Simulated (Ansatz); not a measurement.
# In2BiSb: a single-point run

Wanted: a converged single-point run for In2BiSb, and a check of what comes out. The structure is shown as the input types it. The cell is built on a prototype (ordering on zincblende) and needn't be the phase found in nature.

Method: density functional or hybrid calculation with the settings of its input, plane waves (as first typed), in Ansatz 0.2.0.

**1. The system as given**

The structure is tetragonal, space group P-4m2 (No. 115). Conventional cell: a = 4.713 Å, b = 4.713 Å, c = 6.642 Å, α = 90.00°, β = 90.00°, γ = 90.00°. Sb (site symmetry -4m2) has 4 In at 2.86 Å as nearest neighbours. Around In (site symmetry 2mm) lie 2 Sb at 2.86 Å and 2 Bi at 2.91 Å. Around Bi (site symmetry -4m2) lie 4 In at 2.91 Å.

Coordinates:

```xyz
4
Lattice="4.7129 0.0000 0.0000 0.0000 4.7129 0.0000 0.0000 0.0000 6.6420" Properties=species:S:1:pos:R:3 pbc="T T T"
Sb    0.0000    0.0000    0.0000
In    0.0000    2.3565    5.0254
Bi    2.3565    2.3565    3.3210
In    2.3565    0.0000    1.6166
```

**2. The run**

input.yaml

```yaml
crystal:
  lattice:
    - [4.7129019346, 0.0, 0.0]
    - [0.0, 4.7129019346, 0.0]
    - [0.0, 0.0, 6.6420055272]
  atoms:
    - { symbol: Sb, position: [0.0, 0.0, 0.0] }
    - { symbol: In, position: [0.0, 0.5, 0.7566036936] }
    - { symbol: Bi, position: [0.5, 0.5, 0.5] }
    - { symbol: In, position: [0.5, 0.0, 0.2433963064] }
kpoints:
  mp_grid: { grid: [4, 4, 4] }
hamiltonian:
  xc: pbe
scf:
  occupations: { method: fermi_dirac, width: 0.02 }
  n_extra_bands: 5000
output:
  forces: true
  stress: true
  eigenvalues: true
```

Launch:

```sh
$ ansatz run input.yaml --threads 4 --pin off --max-ram 3686MiB --backend cpu --events-out ev --progress --plain --runs-dir out
```

Q: Will this input give a usable result? If not, why, and what should change?

The run ended at the input check. It says: «inconsistent input (scf.n_extra_bands, basis.ecutwfc, kpoints): n_bands = 5028 exceeds the smallest per-k basis n_pw = 2854 (k-point 2, counted from 0 among those solved) — raise basis.ecutwfc or lower scf.n_extra_bands»

In the input, scf.n_extra_bands is 5000. There are no spare bands for the search of the Fermi level.

Remedy: set scf.n_extra_bands to 5.
